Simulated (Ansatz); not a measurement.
**C2H4ClNSi: small, medium and large basis sets**

The task here is to estimate one member of a computed series from the others.

Method: one geometry, several basis sets; program: Ansatz 0.2.0, Gaussian basis.

Levels to be run: PBE0-D4/def2-SVP; ωB97M-V/def2-SVP; PBE0-D4/def2-QZVPP; ωB97M-V/def2-QZVPP; the functionals' def2-TZVPP values are taken from earlier runs.

## The relaxed structure

All runs share one geometry, relaxed beforehand with PBE0-D4 in a triple-zeta def2 set.

SMILES `C=C1N[SiH]1Cl`, 9 atoms, charge 0, spin multiplicity 1.

Atoms are counted from 1 here; the program's logs count them from 0.

Bond lengths: C1–C2 1.325 Å, C1–H6 1.081 Å, C1–H7 1.085 Å, C2–N3 1.408 Å, C2–Si4 1.802 Å, N3–Si4 1.688 Å, N3–H8 1.007 Å, Si4–Cl5 2.036 Å, Si4–H9 1.473 Å. Angles: C2–C1–H6 120.2°, C2–C1–H7 121.8°, H6–C1–H7 118.1°, C1–C2–N3 136.7°, C1–C2–Si4 161.1°, N3–C2–Si4 62.0°, C2–N3–Si4 70.6°, C2–N3–H8 129.4°, Si4–N3–H8 156.8°, C2–Si4–N3 47.4°, C2–Si4–Cl5 122.1°, C2–Si4–H9 127.1°, N3–Si4–Cl5 120.8°, N3–Si4–H9 119.9°, Cl5–Si4–H9 107.5°.

Set-up of the first run:

Contents of in.yaml:

```yaml
crystal:
  periodic: [false, false, false]
  atoms:
    - {symbol: C, position_ang: [1.494314, 0.025251, -0.901428]}
    - {symbol: C, position_ang: [0.410515, -0.015685, -0.140588]}
    - {symbol: N, position_ang: [-0.518711, -0.991635, 0.266010]}
    - {symbol: Si, position_ang: [-0.986020, 0.514256, 0.868122]}
    - {symbol: Cl, position_ang: [-2.578583, 1.505635, 0.077178]}
    - {symbol: H, position_ang: [2.026253, 0.956215, -1.039610]}
    - {symbol: H, position_ang: [1.874524, -0.859220, -1.402591]}
    - {symbol: H, position_ang: [-0.640807, -1.934386, -0.065221]}
    - {symbol: H, position_ang: [-0.993086, 0.753368, 2.321129]}
basis:
  gaussian: {orbitals: def2-SVP}
hamiltonian: {xc: pbe0, dispersion: d4}
output: {orbitals: {seedname: orbitals}}
```

Among the steps run: PBE0-D4 in def2-SVP; ωB97M-V in def2-SVP; PBE0-D4 in def2-QZVPP; ωB97M-V in def2-QZVPP.

One table of the session follows, with a row left open; its other results are not shown here.

It belongs to the step «Density functionals: the series». 

| functional | basis | HOMO (eV) | LUMO (eV) |
| --- | --- | --- | --- |
| PBE0-D4 | def2-SVP | -6.16 | 0.11 |
| PBE0-D4 | def2-TZVPP | -6.27 | -0.30 |
| PBE0-D4 | def2-QZVPP | ? | ? |
| ωB97M-V | def2-SVP | -8.33 | 2.06 |
| ωB97M-V | def2-TZVPP | -8.44 | 1.45 |
| ωB97M-V | def2-QZVPP | -8.48 | 1.11 |

Estimate the missing values for PBE0-D4, def2-QZVPP.

The run gave: HOMO (eV): -6.31; LUMO (eV): -0.43. In the column «HOMO (eV)» it lies between ωB97M-V, def2-SVP (-8.33) and PBE0-D4, def2-TZVPP (-6.27).
